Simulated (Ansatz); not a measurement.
# Al2Cu (Khatyrkite): the cost of one run

Computed with Ansatz 0.2.0 (DFT, PBE, plane-wave PAW, default files, scalar-relativistic, as far as a step names no other, unless a step's input says otherwise).

1 further run of the same task is left out (it didn't finish).

## 1. The system as given

The structure is tetragonal, space group I4/mcm (No. 140). Conventional cell: a = 6.067 Å, b = 6.067 Å, c = 4.877 Å, α = 90.00°, β = 90.00°, γ = 90.00°. Al (site symmetry m2m) is surrounded by 4 Cu at 2.59 Å and 3 Al at 2.71 to 2.90 Å. Cu (site symmetry 422) is surrounded by 2 Cu at 2.44 Å and 8 Al at 2.59 Å.

Structure file:

```cif
data_structure
_symmetry_space_group_name_H-M 'I4/mcm'
_symmetry_Int_Tables_number 140
_cell_length_a 6.0670
_cell_length_b 6.0670
_cell_length_c 4.8770
_cell_angle_alpha 90.000
_cell_angle_beta 90.000
_cell_angle_gamma 90.000
_cell_volume 179.52
loop_
_atom_site_label
_atom_site_type_symbol
_atom_site_symmetry_multiplicity
_atom_site_Wyckoff_symbol
_atom_site_fract_x
_atom_site_fract_y
_atom_site_fract_z
_atom_site_occupancy
Al1 Al 8 h 0.15810 0.65810 0.50000 1
Cu1 Cu 4 a 0.00000 0.00000 0.75000 1
```

The earlier run gave: no gap over 0.1 eV on the mesh, largest force 0.006 eV/Å, pressure -0.3 GPa.

The printed gradients, by site:

```tsv
site	atoms	first shell	V_zz (10²¹ V/m²)	η	C_Q (MHz)
Al	1, 2, 3, 4	4 Cu at 2.59 Å, 11 Al at 2.71–3.23 Å	-0.76	0.63	-2.68 (²⁷Al)
Cu	5, 6	2 Cu at 2.44 Å, 8 Al at 2.59 Å	-2.82	0.00	15.0 (⁶³Cu)
```

C_Q = eQV_zz/h, which is 24.18 MHz for Q = 1 b and V_zz = 10²¹ V/m²; η = (V_xx − V_yy)/V_zz. Q values from Pyykkö, Mol. Phys. 116, 1328 (2018).

## 2. Z stretched by +3 %, ions relaxed

The input, input.yaml:

```yaml
crystal:
  lattice:
    - [-3.0335, 3.0335, 2.511655]
    - [3.0335, -3.0335, 2.511655]
    - [3.0335, 3.0335, -2.511655]
  atoms:
    - { symbol: Al, position: [0.6581, 0.1581, 0.8162] }
    - { symbol: Al, position: [0.1581, 0.3419, 0.5] }
    - { symbol: Al, position: [0.3419, 0.8419, 0.1838] }
    - { symbol: Al, position: [0.8419, 0.6581, 0.5] }
    - { symbol: Cu, position: [0.25, 0.25, 0.0] }
    - { symbol: Cu, position: [0.75, 0.75, 0.0] }
kpoints:
  mp_grid: { grid: [12, 12, 12] }
scf:
  occupations: { method: fermi_dirac, width: 0.05 }
hamiltonian:
  xc: pbe
  pseudopotentials: { kind: paw }
output:
  forces: true
  stress: true
  populations: true
  efg:
    quadrupole_moments_barn: { Al: 0.1466, Cu: -0.22 }
    contact_densities: true
  write_density: true
  write_potential: true
  elf: true
  volumetric_format: npy
relax:
  f_tol: 0.02
  max_steps: 60
```

Launch:

```sh
$ ansatz run input.yaml --threads 1 --pin off --max-ram 3072MiB --backend cpu --events-out ev --progress --plain --runs-dir out
```

Q: Estimate wall time and peak memory on 1 thread of Intel Xeon Platinum 8488C (Sapphire Rapids), shared host.

About 39 s, with a peak of 0.78 GiB.
